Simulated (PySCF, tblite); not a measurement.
**C2H10GeNP: geometry, infrared bands and NMR shifts**

Wanted: the infrared bands and NMR shifts of C2H10GeNP (`CN[CH2][GeH2][PH2]`), by calculation.

The runs use tblite 0.8.0 and PySCF 2.14.0, with density-fitted response routines of our own; the level of theory stands in each step. All values are computed, except where a source is named. Atoms count from 0, in the outputs and in this text.

### Step 1. The starting structure

15 atoms, charge 0, multiplicity 1; geometry from: force field or distance geometry start.

Bonds of the start (Å): C0–N1 1.47, N1–C2 1.46, C2–Ge3 1.95, Ge3–P4 2.27, C0–H5 1.11, C0–H6 1.10, C0–H7 1.11, N1–H8 1.06, C2–H9 1.11, C2–H10 1.10, Ge3–H11 1.56, Ge3–H12 1.55, P4–H13 1.46, P4–H14 1.46.

### Step 2. Relaxing the molecule with GFN2-xTB

Job settings and geometry (Å):

```
{"job": {"kind": "relax", "xc": "GFN2-xTB", "basis": "xTB"}, "charge": 0, "multiplicity": 1}
C      1.916600     1.158300     0.475100
N      0.549400     0.648400     0.668700
C      0.426000    -0.675600     0.054000
Ge    -1.421600    -1.284600     0.220200
P     -2.824800     0.178300    -0.805600
H      1.997900     2.146900     0.974300
H      2.667000     0.474400     0.904800
H      2.114100     1.310900    -0.603300
H      0.418900     0.522200     1.710400
H      0.647000    -0.611700    -1.029800
H      1.088600    -1.414200     0.532700
H     -1.794500    -1.389400     1.732600
H     -1.561900    -2.687000    -0.419700
H     -1.986300     0.278900    -2.001500
H     -2.240800     1.352200    -0.168500
```

Command:

```bash
$ OMP_NUM_THREADS=1 python probes_run.py task.json out
```

The driver reads the jobs from task.json and runs them one after another.

**Question.** This job is followed by: GFN2-xTB harmonic vibrations, gas phase; GIAO PBE0/pcSseg-1 NMR shielding, non-relativistic, gas phase. Predict these results of the whole session: strongest single infrared mode (GFN2-xTB); zero-point energy (GFN2-xTB); ¹³C shifts against TMS (PBE0/pcSseg-1); ¹H shifts against TMS (PBE0/pcSseg-1, means over atoms taken as alike); ¹⁵N shifts against NH3 (PBE0/pcSseg-1); ⁷³Ge shifts against GeMe4 (PBE0/pcSseg-1); ³¹P shifts against H3PO4 (PBE0/pcSseg-1).

As calculated:

| quantity | value |
| --- | --- |
| strongest single infrared mode (GFN2-xTB) | 1930 cm⁻¹, 524 km/mol |
| zero-point energy (GFN2-xTB) | 70.2 kcal/mol |
| ¹³C shifts against TMS (PBE0/pcSseg-1) | 44.7, 43.7 ppm |
| ¹H shifts against TMS (PBE0/pcSseg-1, means over atoms taken as alike) | 4.05, 2.64, 2.42, 1.39, -0.39 ppm |
| ¹⁵N shifts against NH3 (PBE0/pcSseg-1) | 40.9 ppm |
| ⁷³Ge shifts against GeMe4 (PBE0/pcSseg-1) | -165 ppm |
| ³¹P shifts against H3PO4 (PBE0/pcSseg-1) | -327.4 ppm |

**Reading.** Relaxing lowered the energy by 0.258 eV in 66 steps; the close pair that moved most is P4–H13, from 1.464 to 1.389 Å. No mode is imaginary among the 39: a minimum at this level. The strongest single mode, at 1930 cm⁻¹, moves mainly H12 and H11. GFN2-xTB is a fitted tight-binding method: band positions and strengths are rough. Its intensities can rank the bands wrongly. At PBE0/pcSseg-1: Shielding is most anisotropic at Ge3 (span 271 ppm, paramagnetic term -1261 ppm). Spin-orbit coupling is left out, which matters for shieldings and couplings at and beside the heavy atoms.
